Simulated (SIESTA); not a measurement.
K in SIESTA: convergence with EnergyShift

K, a slab with vacuum:

```
K
1.0
     4.79683    0.00000    0.00000
    -2.39842    4.15418    0.00000
     0.00000    0.00000   22.83319
K
3
Direct
  0.66667 0.33333 0.32847
  0.33333 0.66667 0.50000
  0.00000 0.00000 0.67153
```

The slab is cut from a database's or a generator's crystal, which needn't be the stable form of the element.

* Program: SIESTA 5.4.2
* Task: single point
* Functional: vdW-DF-cx
* Potentials or basis: PseudoDojo 0.4 standard (PBE files)
* Basis: DZP (energy shift 0.05 Ry; two zetas on semicore shells; d shell added on K)
* Grid cutoff: 800 Ry
* Energy shift: 0.05 Ry
* k mesh: 5 × 5 × 1
* Occupations: fermi-dirac, width 0.05 eV
* Spin: no spin polarisation

These are the settings of the first run; the series varies EnergyShift, with any setting tied to it.

Hardware: 1 thread of Arm Neoverse V2 (shared host).

Question: The values tried are 0.05, 0.03, 0.02, 0.01, 0.005, 0.003, 0.002, 0.001, loosest first. From which on does the largest force stay within 0.005 eV/Å of the tightest run that finished?

Answer: From 0.005 on.

```
EnergyShift  energy less the tightest run, at zero smearing (meV/atom)  largest force (eV/Å)  SCF cycles  CPU time (s)  peak memory (GiB)
       0.05                                                    3471.83                 0.207          10           200                  1
       0.03                                                    1951.66                 0.082          10           210                1.1
       0.02                                                    1237.16                 0.029          10           220                1.1
       0.01                                                     539.78                 0.014          11           240                1.1
      0.005                                                     225.79                 0.017          10           220                1.1
      0.003                                                     109.54                 0.019          10           220                1.1
      0.002                                                      53.96                 0.020          10           220                1.1
      0.001                                                       0.00                 0.020          10           220                1.1
```

Not settled before the last step: the energy (to 1 meV/atom). The tightest run that finished is the yardstick and may itself not be fully converged.

Caveat, for the tightest run too: the potentials were made for another functional, which shifts forces and pressure.
